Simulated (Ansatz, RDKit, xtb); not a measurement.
# C4H3BrF2O2: ranking a sample of isomers

Which of a sample of isomers of C4H3BrF2O2 is the most stable in the gas at 298.15 K, and what are its properties? The sample is small against all isomers, and the most stable one of this formula need not be in it.

The funnel: GFN2-xTB relaxations, single points with a density functional, relaxations at B3LYP/def2-SVP, harmonic vibrations (at GFN2-xTB), and a last energy at a higher level. All values are calculated.

### 1 Possible bonding patterns

Isomers were taken from a list of plausible structures; this is a sample, not all of them. That gives 5 candidates.

```csv
label,SMILES,spin
c426,O=C(O)/C=C(\Br)C(F)F,singlet
c520,C=C(OC=O)C(F)(F)Br,singlet
c650,FC1=C(Br)O[C@H](F)OC1,singlet
c817,C=C(Br)OC(=O)C(F)F,singlet
c991,COC(=O)C(Br)=C(F)F,singlet
```

Candidates are built by distance geometry, with a force field where one applies, in up to four conformers (letters a to d).

Q: Predict the outcome of this search (final energies at CCSD(T)/def2-SVP + MP2/def2-TZVPP - MP2/def2-SVP).

| quantity | value |
| --- | --- |
| lowest structure found | O=C(O)/C=C(\Br)C(F)F, singlet |
| next finalist | C=C(OC=O)C(F)(F)Br, singlet, 16.1 kcal/mol higher in G |
| share at equilibrium, among the finalists | 100.0 % |

`O=C(O)/C=C(\Br)C(F)F` comes out lowest. The margin of 16.1 kcal/mol over the next finalist is beyond the usual error of the last level; it says nothing of structures that weren't ranked. r2SCAN-D4/def2-SVP, B3LYP/def2-SVP, HF/def2-SVP and MP2/def2-SVP already put its bonding pattern lowest among the structures in one piece; GFN2-xTB and HF/STO-3G favour the singlet FC1=C(Br)O[C@H](F)OC1 (c650a, not a finalist). One minimum inside the window was never screened. Lowest found is not proven lowest: the search is finite, and each finalist counts with one conformer. Only 5 drawn patterns were tried, so whole families of isomers are missing, and the result ranks this sample alone.
